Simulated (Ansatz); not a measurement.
# C2H5NSn: the cost of one run

Method: the settings change from run to run; program: Ansatz 0.2.0, Gaussian basis.

### 1 The molecule

An earlier PBE0-D4 in a triple-zeta def2 set relaxation fixed the geometry. Sn takes a core potential in def2 sets; no spin-orbit term is included.

SMILES `C#C[NH][SnH3]`, 9 atoms, charge 0, spin multiplicity 1.

Atoms are counted from 1 here; the program's logs count them from 0.

Bond lengths: C1–C2 1.206 Å, C1–H5 1.062 Å, C2–N3 1.332 Å, N3–Sn4 2.045 Å, N3–H6 1.009 Å, Sn4–H7 1.699 Å, Sn4–H8 1.703 Å, Sn4–H9 1.705 Å. Angles: C2–C1–H5 178.6°, C1–C2–N3 176.6°, C2–N3–Sn4 120.4°, C2–N3–H6 115.1°, Sn4–N3–H6 119.1°, N3–Sn4–H7 105.9°, N3–Sn4–H8 103.9°, N3–Sn4–H9 108.8°, H7–Sn4–H8 113.3°, H7–Sn4–H9 111.8°, H8–Sn4–H9 112.5°.

### 2 r2SCAN50/def2-mTZVPP

Options: multiplicity 3, atoms shaken by 0.08 Å.

Input file in.yaml:

```yaml
crystal:
  periodic: [false, false, false]
  atoms:
    - {symbol: C, position_ang: [1.017170, 2.148714, -0.569729]}
    - {symbol: C, position_ang: [1.007143, 0.858348, -0.554806]}
    - {symbol: N, position_ang: [0.673702, -0.416600, -0.328703]}
    - {symbol: Sn, position_ang: [-1.005946, -1.074530, 0.546106]}
    - {symbol: H, position_ang: [1.076751, 3.096981, -0.492877]}
    - {symbol: H, position_ang: [1.350975, -0.831005, -0.655551]}
    - {symbol: H, position_ang: [-2.291764, -0.579856, -0.246647]}
    - {symbol: H, position_ang: [-0.765077, -2.761602, 0.281903]}
    - {symbol: H, position_ang: [-0.920443, -0.516405, 1.939215]}
basis:
  gaussian: {orbitals: def2-mTZVPP}
magnetization: {spin_polarized: true, initial_magnetization: 2}
hamiltonian: {xc: {name: r2SCAN50}}
output: {forces: true}
```

The run is started by

```bash
$ ansatz run in.yaml --threads 2 --pin off --events-out ev --progress --plain --max-ram 4352MiB
```

Q: Estimate wall time and peak memory on 2 threads of Arm Neoverse V1, shared host.

About 33 s, with a peak of 0.44 GiB.
